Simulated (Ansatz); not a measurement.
# Cl (bcc type): how the settings move a single-point run

Aim: see which settings change the result for Cl (bcc type), by how much, and at what cost.

Method: reference: DFT, PBEsol, all-electron PAW with datasets made for the crystal, scalar-relativistic, in Ansatz 0.2.0.

### 1 The starting structure

It takes space group Im-3m (No. 229, cubic). Conventional cell: a = 3.239 Å, b = 3.239 Å, c = 3.239 Å, α = 90.00°, β = 90.00°, γ = 90.00°. Cl (site symmetry m-3m) is surrounded by 8 Cl at 2.80 Å.

As a file:

```
CELL_PARAMETERS angstrom
-1.61943 1.61943 1.61943
1.61943 -1.61943 1.61943
1.61943 1.61943 -1.61943
ATOMIC_POSITIONS crystal
Cl 0.00000 0.00000 0.00000
```

### 2 Reference

File input.yaml:

```yaml
crystal:
  lattice:
    - [-1.619428194, 1.619428194, 1.619428194]
    - [1.619428194, -1.619428194, 1.619428194]
    - [1.619428194, 1.619428194, -1.619428194]
  atoms:
    - { symbol: Cl, position: [0.0, 0.0, 0.0] }
kpoints:
  mp_grid: { grid: [15, 15, 15] }
scf:
  occupations: { method: fermi_dirac, width: 0.08 }
hamiltonian:
  xc: pbesol
  pseudopotentials: { kind: all_electron, datasets: crystal }
output:
  forces: true
  stress: true
  eigenvalues: true
```

Command:

```bash
$ ansatz run input.yaml --threads 1 --pin off --max-ram 2048MiB --backend cpu --events-out ev --progress --plain --runs-dir out
```

### 3 Variant: lower_state_search off, n_extra_bands 16

Edit input.yaml of step 2 so:

```diff
@@ -11,2 +11,4 @@
   occupations: { method: fermi_dirac, width: 0.08 }
+  lower_state_search: "off"
+  n_extra_bands: 16
 hamiltonian:
```

Before running it: what results should come out? Wanted: for each run, ending; energy change; pressure; gap; force.

**Answer**, as computed:

| run | ending | energy change | pressure (GPa) | gap (eV) | force (eV/Å) | cycles | time |
| --- | --- | --- | --- | --- | --- | --- | --- |
| reference | converged | 0 | 7.9 | 0.00 | 0.00 | 6 | 3.3 s |
| 1: lower_state_search off, n_extra_bands 16 | converged | 0.0 meV/atom | 7.9 | 0.00 | 0.00 | 6 | 4.9 s |

Residual by cycle in the longest SCF loop of each run; runs are numbered as in the table. The quantity is the density residual dr2, in eV.

| cycle | reference | run 1 |
| --- | --- | --- |
| 1 | 0.003 | 0.00292 |
| 2 | 6.6e-4 | 6.6e-4 |
| 3 | 2.5e-5 | 1.3e-5 |
| 4 | 2.8e-7 | 2.3e-7 |
| 5 | 1.0e-8 | 8.9e-8 |
| 6 | 7.1e-10 | 8.7e-10 |

**Reading.** The changed input (search for lower states and band count) leaves the energy the same to the digits printed. Cost: 4.9 s against 3.3 s.
